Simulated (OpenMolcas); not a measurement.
**GeH2Cl2O (SMILES [OH][GeH]([Cl])[Cl]): a chain of runs**

Aim: the energy (HF/ANO-RCC-MB), then a single-point energy (CASSCF(2,2)/ANO-RCC-VDZP), then the energy along one coordinate (CASPT2(2,2)/ANO-RCC-VDZP), then an energy scan (SC-NEVPT2(2,2)/ANO-RCC-VDZP), then the energy along one coordinate (MC-PDFT[tPBE](2,2)/ANO-RCC-VDZP) of GeH2Cl2O. 

Program for the calculation: OpenMolcas 26.06.

### Step 1. The system as given

The species is GeH2Cl2O (6 atoms), meant as a singlet with charge 0. SMILES: `[OH][GeH]([Cl])[Cl]`. The shape is that of a PBE0-D4/def2-TZVP optimisation. This is one conformer, not always the lowest.

Bond lengths: O1–Ge2 1.752 Å, Ge2–Cl3 2.137 Å, Ge2–Cl4 2.137 Å, O1–H5 0.961 Å, Ge2–H6 1.521 Å. Angles: O1–Ge2–Cl3 109.7°, O1–Ge2–Cl4 109.7°, Cl3–Ge2–Cl4 106.8°, O1–Ge2–H6 108.2°, Cl3–Ge2–H6 111.2°, Cl4–Ge2–H6 111.3°, Ge2–O1–H5 113.6°.

### Step 2. A single-point energy at HF/ANO-RCC-MB (DKH2) (run 1)

coord.xyz reads:

```xyz
6

O     -0.161000     1.291000    -0.614200
Ge    -0.065400    -0.148800     0.378900
Cl     1.948500    -0.862600     0.421700
Cl    -1.252400    -1.700600    -0.487400
H      0.126400     1.152000    -1.521000
H     -0.554000     0.204900     1.775700
```

step1.inp reads:

```
* Cl2GeH2O Hartree-Fock

&GATEWAY
  Coord
  coord.xyz
  Basis
  ANO-RCC-MB
  Group
  NoSym

&SEWARD

&SCF
  PrOrbitals
  0

&LOCALISATION
  Occupied
  Freeze
  Pipek-Mezey

&LOCALISATION
  FileOrb
  $Project.LocOrb
  Virtual
  Pipek-Mezey
```

Run with:

```sh
$ export MOLCAS_MEM=1860
$ pymolcas step1.inp > step1.log
```

The log of the run:

```text
--- Start Module: gateway ---
[...]
--- Stop Module: gateway /rc=_RC_ALL_IS_WELL_ ---
[...]
      Basis functions           43
[...]
       Convergence after  10 Iterations
[...]
::    Total SCF energy                              -3094.8500246703
[...]
      Total spin, S                                     0.0000000000
[...]
      Total electronic charge=   76.000000
      Total            charge=   -0.000000
[...]
      Dipole Moment (debye):
      Origin of the operator (angstrom)=    0.1019   -0.4857    0.0997
                   X= -3.6685E-01               Y=  1.1293E+00               Z=  2.1248E-01           Total=  1.2063E+00
      Quadrupole Moment (debye*angstrom):
[...]
--- Start Module: localisation ---
[...]
--- Stop Module: localisation /rc=_RC_ALL_IS_WELL_ ---
--- Start Module: localisation ---
[...]
--- Stop Module: localisation /rc=_RC_ALL_IS_WELL_ ---
[...]
```

Wall time 6 s (1 thread of Intel Xeon 6975P-C (Granite Rapids), shared host); peak memory 0.42 GiB.

### Step 3. The energy at CASSCF(2,2)/ANO-RCC-VDZP (DKH2, RICD fitting) (run 2)

coord.xyz is that of step 2.

step2.input reads:

```
* Cl2GeH2O CASSCF

&GATEWAY
  Coord = coord.xyz
  Basis = ANO-RCC-MB
  Group = NoSym

&SEWARD

&RASSCF
  FileOrb = $CurrDir/step1.LocOrb
  Alter = 2
  1 30 38
  1 39 43
  Spin = 1
  Nactel = 2 0 0
  Inactive = 37
  Ras2 = 2
  OrbListing = Nothing
>>> COPY $Project.RunFile RUNFIL1
>>> COPY $Project.RasOrb INPORB

&GATEWAY
  Coord = coord.xyz
  Basis = ANO-RCC-VDZP
  Group = NoSym
  RICD

&SEWARD
>>> COPY $Project.RunFile RUNFIL2

&EXPBAS

&RASSCF
  FileOrb = $Project.ExpOrb
  Spin = 1
  Nactel = 2 0 0
  Inactive = 37
  Ras2 = 2
  OrbListing = Nothing
```

Run with:

```sh
$ export MOLCAS_MEM=1860
$ pymolcas step2.input > step2.log
```

The log of the run:

```text
--- Start Module: gateway ---
[...]
--- Stop Module: gateway /rc=_RC_ALL_IS_WELL_ ---
[...]
      Basis functions           43
[...]
      Number of active orbitals                  2
[...]
      Spin quantum number                      0.0
[...]
      Active orbitals                            2
[...]
      Number of CSFs                             3
[...]
      Number of root(s) required                 1
[...]
      Convergence after 11 iterations
[...]
      printout of CI-coefficients larger than  0.05 for root  1
      energy=   -3094.868199
      conf/sym  11     Coeff  Weight
             1  20   0.99480 0.98962
             3  02  -0.10189 0.01038
      Natural orbitals and occupation numbers for root  1
      sym 1:   1.979236   0.020764
      ************************************************************************************************************************
      *                                                    Final results                                                     *
[...]
::    RASSCF root number  1 Total energy:  -3094.86819870
[...]
      Basis functions           87
[...]
--- Start Module: expbas ---
[...]
--- Stop Module: expbas /rc=_RC_ALL_IS_WELL_ ---
--- Start Module: rasscf ---
[...]
      Convergence after 17 iterations
[...]
      Natural orbitals and occupation numbers for root  1
      sym 1:   1.981405   0.018595
      ************************************************************************************************************************
      *                                                    Final results                                                     *
[...]
::    RASSCF root number  1 Total energy:  -3095.10375302
[...]
      Total electronic charge=   76.000000
      Total            charge=   -0.000000
[...]
      Dipole Moment (debye):
      Origin of the operator (angstrom)=    0.1019   -0.4857    0.0997
                   X= -2.5400E-01               Y=  4.7918E-01               Z=  4.1906E-01           Total=  6.8538E-01
      Quadrupole Moment (debye*angstrom):
[...]
--- Stop Module: rasscf /rc=_RC_ALL_IS_WELL_ ---
[...]
```

Run time: 16 s. Hardware: 1 thread of Intel Xeon 6975P-C (Granite Rapids), shared host; peak memory 0.42 GiB.

### Step 4. The energy along one coordinate at CASPT2(2,2)/ANO-RCC-VDZP (DKH2, RICD fitting, ipea shift 0.25 Eh, pt2 variant SS) (run 3)

step3.inp reads:

```
>>> EXPORT MOLCAS_PRINT=2
>>> COPY $CurrDir/step2.RasOrb $Project.RasOrb
>>> ForEach K in (1, 2, 3, 4, 5, 6, 7, 8, 9)

&GATEWAY
  COORD=$CurrDir/point$K.xyz
  BASIS=ANO-RCC-VDZP
  GROUP=NoSym
  RICD

&SEWARD

&RASSCF
  FILEORB=$Project.RasOrb
  SPIN=1
  NACTEL=2 0 0
  INACTIVE=37
  RAS2=2
  ORBLISTING=Nothing

&CASPT2
  IMAGINARY=0.2
  FROZEN=20
>>> EndDo
```

Run with:

```sh
$ export MOLCAS_MEM=1860
$ pymolcas step3.inp > step3.log
```

The log of the run:

```text
[...]
      Basis functions           87
[...]
      Number of active orbitals                  2
[...]
      Spin quantum number                      0.0
[...]
      Active orbitals                            2
[...]
      Number of CSFs                             3
[...]
      Number of root(s) required                 1
[...]
      Convergence after 13 iterations
[...]
      printout of CI-coefficients larger than  0.05 for root  1
      energy=   -3095.091107
      conf/sym  11     Coeff  Weight
             1  20   0.99687 0.99376
             3  02  -0.07902 0.00624
      Natural orbitals and occupation numbers for root  1
      sym 1:   1.987511   0.012489
      ************************************************************************************************************************
      *                                                    Final results                                                     *
[...]
::    RASSCF root number  1 Total energy:  -3095.09110686
[...]
      E2 (Variational):          -0.7257856311
[...]
::    CASPT2 Root  1     Total energy:  -3095.81689249
[...]
      Convergence after 14 iterations
[...]
      Natural orbitals and occupation numbers for root  1
      sym 1:   1.981432   0.018568
      ************************************************************************************************************************
      *                                                    Final results                                                     *
[...]
      Convergence after 14 iterations
[...]
      Natural orbitals and occupation numbers for root  1
      sym 1:   1.812715   0.187285
      ************************************************************************************************************************
      *                                                    Final results                                                     *
[...]
      Convergence after 14 iterations
[...]
      Natural orbitals and occupation numbers for root  1
      sym 1:   1.634547   0.365453
      ************************************************************************************************************************
      *                                                    Final results                                                     *
[...]
      Convergence after 13 iterations
[...]
      Natural orbitals and occupation numbers for root  1
      sym 1:   1.383398   0.616602
      ************************************************************************************************************************
      *                                                    Final results                                                     *
[...]
::    RASSCF root number  1 Total energy:  -3094.94157186
[...]
::    CASPT2 Root  1     Total energy:  -3095.64609808
[...]
      Convergence after 10 iterations
[...]
      Natural orbitals and occupation numbers for root  1
      sym 1:   1.153692   0.846308
      ************************************************************************************************************************
      *                                                    Final results                                                     *
[...]
::    RASSCF root number  1 Total energy:  -3094.93495656
[...]
      Dipole Moment (debye):
      Origin of the operator (angstrom)=   -0.4693   -0.2094    1.9020
                   X= -6.4183E-01               Y=  2.5549E-01               Z=  2.0213E+00           Total=  2.1361E+00
      Quadrupole Moment (debye*angstrom):
[...]
      E2 (Variational):          -0.7003083756
      Total energy:           -3095.6352649403
[...]
      Reference weight:           0.81584
[...]
::    CASPT2 Root  1     Total energy:  -3095.63526494
[...]
```

Run time: 88 s. Hardware: 1 thread of Intel Xeon 6975P-C (Granite Rapids), shared host; peak memory 0.24 GiB.

The scan, from its lowest point:

```tsv
H5–O1 (Å)	energy (kJ/mol)
0.865	36.7
0.961	0.0
1.057	14.2
1.202	79.5
1.394	188.7
1.634	312.6
1.923	417.1
2.307	485.1
2.884	513.6
```

### Step 5. The energy along one coordinate at SC-NEVPT2(2,2)/ANO-RCC-VDZP (DKH2, RICD fitting, pt2 variant SC-NEVPT2) (run 4)

step4.inp reads:

```
* Cl2GeH2O NEVPT2
>>> COPY $CurrDir/step2.RasOrb $Project.RasOrb
>>> ForEach K in (1, 2, 3, 4, 5, 6, 7, 8, 9)

&gateway
  coord=$CurrDir/point$K.xyz
  basis=ANO-RCC-VDZP
  group=NoSym
  ricd

&seward

&rasscf
  fileorb=$Project.RasOrb
  spin=1
  nactel=2 0 0
  inactive=37
  ras2=2
  orblisting=Nothing

&caspt2
  sc-nevpt2
  frozen=20
>>> EndDo
```

Run with:

```sh
$ export MOLCAS_MEM=1860
$ pymolcas step4.inp > step4.log
```

The log of the run:

```text
--- Start Module: gateway ---
[...]
--- Stop Module: gateway /rc=_RC_ALL_IS_WELL_ ---
[...]
      Basis functions           87
[...]
      Number of active orbitals                  2
[...]
      Spin quantum number                      0.0
[...]
      Active orbitals                            2
[...]
      Number of CSFs                             3
[...]
      Number of root(s) required                 1
[...]
      Convergence after 13 iterations
[...]
      printout of CI-coefficients larger than  0.05 for root  1
      energy=   -3095.091107
      conf/sym  11     Coeff  Weight
             1  20   0.99687 0.99376
             3  02  -0.07902 0.00624
      Natural orbitals and occupation numbers for root  1
      sym 1:   1.987511   0.012489
      ************************************************************************************************************************
      *                                                    Final results                                                     *
[...]
::    RASSCF root number  1 Total energy:  -3095.09110686
[...]
      E2 (Variational):          -0.7251330649
[...]
::    SC-NEVPT2 Root  1     Total energy:  -3095.81616106
[...]
      Convergence after 14 iterations
[...]
      Natural orbitals and occupation numbers for root  1
      sym 1:   1.981432   0.018568
      ************************************************************************************************************************
      *                                                    Final results                                                     *
[...]
      Convergence after 14 iterations
[...]
      Natural orbitals and occupation numbers for root  1
      sym 1:   1.812715   0.187285
      ************************************************************************************************************************
      *                                                    Final results                                                     *
[...]
      Convergence after 14 iterations
[...]
      Natural orbitals and occupation numbers for root  1
      sym 1:   1.634547   0.365453
      ************************************************************************************************************************
      *                                                    Final results                                                     *
[...]
      Convergence after 13 iterations
[...]
      Natural orbitals and occupation numbers for root  1
      sym 1:   1.383398   0.616602
      ************************************************************************************************************************
      *                                                    Final results                                                     *
[...]
::    RASSCF root number  1 Total energy:  -3094.94157186
[...]
::    SC-NEVPT2 Root  1     Total energy:  -3095.64181230
[...]
--- Start Module: rasscf ---
[...]
      Convergence after 10 iterations
[...]
      Natural orbitals and occupation numbers for root  1
      sym 1:   1.153692   0.846308
      ************************************************************************************************************************
      *                                                    Final results                                                     *
[...]
::    RASSCF root number  1 Total energy:  -3094.93495656
[...]
      Total electronic charge=   76.000000
      Total            charge=   -0.000000
[...]
--- Stop Module: rasscf /rc=_RC_ALL_IS_WELL_ ---
[...]
      E2 (Variational):          -0.6962261689
      Total energy:           -3095.6311827336
[...]
      Reference weight:           0.81577
[...]
::    SC-NEVPT2 Root  1     Total energy:  -3095.63118273
[...]
```

Wall time 76 s (1 thread of Intel Xeon 6975P-C (Granite Rapids), shared host); peak memory 0.24 GiB.

The scan, from its lowest point:

```tsv
H5–O1 (Å)	energy (kJ/mol)
0.865	39.9
0.961	0.0
1.057	11.4
1.202	74.3
1.394	184.8
1.634	315.2
1.923	426.9
2.307	497.6
2.884	525.5
```

### Step 6. An energy scan at MC-PDFT[tPBE](2,2)/ANO-RCC-VDZP (DKH2, RICD fitting) (run 5)

step5.input reads:

```
* Cl2GeH2O MC-PDFT
>>> COPY $CurrDir/step2.RasOrb $Project.RasOrb
>>> ForEach K in (1, 2, 3, 4, 5, 6, 7, 8, 9)

&GATEWAY
  Coord = $CurrDir/point$K.xyz
  Basis = ANO-RCC-VDZP
  Group = NoSym
  RICD

&SEWARD

&RASSCF
  FileOrb = $Project.RasOrb
  Spin = 1
  Nactel = 2 0 0
  Inactive = 37
  Ras2 = 2
  OrbListing = Nothing

&MCPDFT
  KSDFT = T:PBE
>>> EndDo
```

Run with:

```sh
$ export MOLCAS_MEM=1860
$ pymolcas step5.input > step5.log
```

The log of the run:

```text
--- Start Module: gateway ---
[...]
--- Stop Module: gateway /rc=_RC_ALL_IS_WELL_ ---
[...]
      Basis functions           87
[...]
      Number of active orbitals                  2
[...]
      Spin quantum number                      0.0
[...]
      Active orbitals                            2
[...]
      Number of CSFs                             3
[...]
      Number of root(s) required                 1
[...]
      Convergence after 13 iterations
[...]
      printout of CI-coefficients larger than  0.05 for root  1
      energy=   -3095.091107
      conf/sym  11     Coeff  Weight
             1  20   0.99687 0.99376
             3  02  -0.07902 0.00624
      Natural orbitals and occupation numbers for root  1
      sym 1:   1.987511   0.012489
      ************************************************************************************************************************
      *                                                    Final results                                                     *
[...]
::    RASSCF root number  1 Total energy:  -3095.09110686
[...]
::    MCPDFT root number  1 Total energy:  -3097.83172792
[...]
      Convergence after 14 iterations
[...]
      Natural orbitals and occupation numbers for root  1
      sym 1:   1.981432   0.018568
      ************************************************************************************************************************
      *                                                    Final results                                                     *
[...]
      Convergence after 14 iterations
[...]
      Natural orbitals and occupation numbers for root  1
      sym 1:   1.812715   0.187285
      ************************************************************************************************************************
      *                                                    Final results                                                     *
[...]
      Convergence after 14 iterations
[...]
      Natural orbitals and occupation numbers for root  1
      sym 1:   1.634547   0.365453
      ************************************************************************************************************************
      *                                                    Final results                                                     *
[...]
      Convergence after 13 iterations
[...]
      Natural orbitals and occupation numbers for root  1
      sym 1:   1.383398   0.616602
      ************************************************************************************************************************
      *                                                    Final results                                                     *
[...]
::    RASSCF root number  1 Total energy:  -3094.94157186
[...]
::    MCPDFT root number  1 Total energy:  -3097.65360448
[...]
      Convergence after 10 iterations
[...]
      Natural orbitals and occupation numbers for root  1
      sym 1:   1.153692   0.846308
      ************************************************************************************************************************
      *                                                    Final results                                                     *
[...]
::    RASSCF root number  1 Total energy:  -3094.93495656
[...]
      Total electronic charge=   76.000000
      Total            charge=   -0.000000
[...]
      Dipole Moment (debye):
      Origin of the operator (angstrom)=   -0.4693   -0.2094    1.9020
                   X= -6.4183E-01               Y=  2.5549E-01               Z=  2.0213E+00           Total=  2.1361E+00
      Quadrupole Moment (debye*angstrom):
[...]
::    MCPDFT root number  1 Total energy:  -3097.64241089
[...]
```

It took 75 s on 1 thread of Intel Xeon 6975P-C (Granite Rapids), shared host; peak memory 0.24 GiB.

The scan, from its lowest point:

```tsv
H5–O1 (Å)	energy (kJ/mol)
0.865	36.8
0.961	0.0
1.057	13.7
1.202	78.2
1.394	187.5
1.634	315.3
1.923	428.5
2.307	504.5
2.884	533.8
```

### Step 7. What came out

```
                                                         quantity           value
                               run 1, HF/ANO-RCC-MB: total energy  -3094.85002 Eh
                              run 1, HF/ANO-RCC-MB: dipole moment          1.21 D
                                run 1, HF/ANO-RCC-MB: HOMO energy       -13.06 eV
                                run 1, HF/ANO-RCC-MB: LUMO energy         1.87 eV
                              run 1, HF/ANO-RCC-MB: HOMO–LUMO gap        14.93 eV
                    run 2, CASSCF(2,2)/ANO-RCC-VDZP: total energy  -3095.10375 Eh
  run 2, CASSCF(2,2)/ANO-RCC-VDZP: dipole moment (CASSCF density)          0.69 D
       run 3, CASPT2(2,2)/ANO-RCC-VDZP: lowest energy of the scan  -3095.83088 Eh
    run 4, SC-NEVPT2(2,2)/ANO-RCC-VDZP: lowest energy of the scan  -3095.83134 Eh
run 5, MC-PDFT[tPBE](2,2)/ANO-RCC-VDZP: lowest energy of the scan  -3097.84574 Eh
```

Mulliken charges (run 2, CASSCF(2,2)/ANO-RCC-VDZP) run from -0.65 on O1 to +1.57 on Ge2.
